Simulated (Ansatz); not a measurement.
**Y: an axial (c/a) deformation path**

One table from this session's results is given with a row withheld; the runs are named, their logs left out.

Program: Ansatz 0.2.0. Level of theory: DFT PBE, scalar-relativistic, plane waves, PAW. These are calculated values, not measurements.

## The system as given

Symmetry: P6_3/mmc, No. 194, hexagonal system. The conventional cell has a = 3.651 Å, b = 3.651 Å, c = 5.747 Å, α = 90.00°, β = 90.00°, γ = 120.00°. Y (site symmetry -6m2) has 12 Y at 3.56 to 3.65 Å in its first shell of neighbours.

Structure file:

```
CELL_PARAMETERS angstrom
3.65150 0.00000 0.00000
-1.82575 3.16229 0.00000
0.00000 0.00000 5.74740
ATOMIC_POSITIONS crystal
Y 0.33333 0.66667 0.25000
Y 0.66667 0.33333 0.75000
```

No relaxation comes first: the listed cell is the starting point.

Set-up of the first run:

The input, input.yaml:

```yaml
crystal:
  lattice:
    - [3.6514992371, 0.0, 0.0]
    - [-1.8257496185, 3.1622911012, 0.0]
    - [0.0, 0.0, 5.7474]
  atoms:
    - { symbol: "Y", position: [0.3333333333, 0.6666666667, 0.25] }
    - { symbol: "Y", position: [0.6666666667, 0.3333333333, 0.75] }
basis:
  ecutwfc: 420
kpoints:
  mp_grid: { grid: [18, 18, 10] }
hamiltonian:
  xc: pbe
scf:
  occupations: { method: gaussian, width: 0.15 }
output:
  forces: true
  stress: true
  eigenvalues: true
```

Command:

```console
ansatz run input.yaml --threads 1 --pin off --max-ram 2560MiB --backend cpu --events-out ev --progress --plain --runs-dir out
```

Among the steps run: Zero of the scan; At ρ = 0.850; At ρ = 1.200; ρ = 0.920; Point ρ = 1.100; ρ = 0.960; Point ρ = 1.050; ρ = 0.800; Point ρ = 1.300.

One of the session's tables, all rows but one given; the rest of the session is left out.

The scan, with free energies counted from the undisturbed cell:

```
    ρ  ΔE (meV/atom)  pressure (GPa)
0.800          166.4             0.0
0.850           88.0            -0.2
0.920           19.8            -0.3
0.960              ?               ?
1.000            0.0            -0.4
1.050           13.3            -0.4
1.100           40.7            -0.3
1.200          125.8             0.0
1.300          250.8             0.7
```

Estimate the missing values for ρ = 0.960.

Worked estimate for «ΔE (meV/atom)». A straight line through the neighbours (0.920, 19.8) and (1.000, 0.0) gives 19.8 + (0.0 − 19.8) × (0.960 − 0.920) / (1.000 − 0.920) = 9.9; a parabola fitted to 4 rows on both sides gives 2.6.

As computed: ΔE (meV/atom): 2.7; pressure (GPa): -0.4. In «ΔE (meV/atom)» the line misses by +7.2 and the parabola by -0.1.
